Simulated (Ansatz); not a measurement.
Consider a comparison of functionals at one structure of HfB2, space group P6/mmm (Ansatz's Python interface).

The script, `xc.py`:
```python
'''One structure of HfB2 under several functionals.'''

import ansatz as az
from pymatgen.core import Lattice, Structure
from pymatgen.io.ase import AseAtomsAdaptor


def main() -> None:
    pmg_structure = Structure(
        Lattice([(3.14, 0.0, 0.0), (-1.57, 2.71932, 0.0), (0.0, 0.0, 3.48)]),
        ['Hf', 'B', 'B'],
        [
            (0.0, 0.0, 0.0),
            (1 / 3, 2 / 3, 0.5),
            (2 / 3, 1 / 3, 0.5),
        ],
    )
    xtal = az.Crystal.from_ase(AseAtomsAdaptor.get_atoms(pmg_structure))

    setup = xtal.calculation()
    setup = setup.basis(530, xc_grid=2).accuracy('low')
    setup = setup.kpoints(7, 7, 5, shift=0.5)
    setup = setup.occupations(az.OccupationsMethod.FERMI_DIRAC, width=0.2)
    setup = setup.mixing('broyden', beta=0.3)
    setup = setup.scf(lower_state_search='off')
    setup = setup.stress()

    rows = []
    for value in ['lda', 'blyp', 'revpbe', 'pbesol']:
        report = setup.functional(value).run(threads=1).report
        rows.append((value, report['free_energy_ev'] / len(report['lattice']['sites']), report['n_iterations'], sum(report['stress_gpa'][i][i] for i in range(3)) / 3, report['n_kpoints']))

    print('  functional   F/atom (eV)    iterations       P (GPa)      k-points')
    for row in rows:
        print(f'{str(row[0]):>12s}  {row[1]:12.5f}  {row[2]:12d}  {row[3]:12.3f}  {row[4]:12d}')


if __name__ == '__main__':
    main()
```

Rank the functionals by the pressure that they give at this structure. What does the order say about their lattices?

From lowest to highest: LDA (-10.0 GPa), PBEsol (-4.2 GPa), revPBE (4.7 GPa) and BLYP (7.9 GPa). At a fixed cell a lower pressure usually means a smaller equilibrium volume, so LDA prefers the smallest cell and BLYP the largest.

The output:

Running `python xc.py` prints:
```text
DeckWarning: crystal.symmetry: narrowed to the stabiliser of the k-point mesh — unitary ops 24 → 8; excluded 16 operations that carry a point of the 7×7×5 mesh (shift [0.5, 0.5, 0.5]) off the mesh [...]
  functional   F/atom (eV)    iterations       P (GPa)      k-points
         lda   -5259.89296             7       -10.044            48
        blyp   -5353.39650             8         7.941            48
      revpbe   -5348.87033             7         4.670            48
      pbesol   -5302.20644             7        -4.221            48
```
(Warnings from the package without file and line, shortened.)

Reading the output:
- BLYP can be off by several per cent in the lattices of metals, and by several GPa in the pressure at a fixed cell.
- The mesh is modest for a metal, so energies can be off by several to tens of meV an atom and pressures by half a GPa or more; differences at equal mesh fare better.
- The smearing is wide enough that free energy and stress hold a thermal part of the electrons.
- Pressure is positive in compression.
- Spin-orbit coupling, which matters for elements this heavy, is left out.
- The starting cell is as deposited in a crystallographic database; the results hold for this polymorph, which needn't be the stable one.
- Total energies of different functionals can't be compared; pressures, moments and gaps at this one structure can.

(Lines on the test bed's own set-up are left out of the output.)
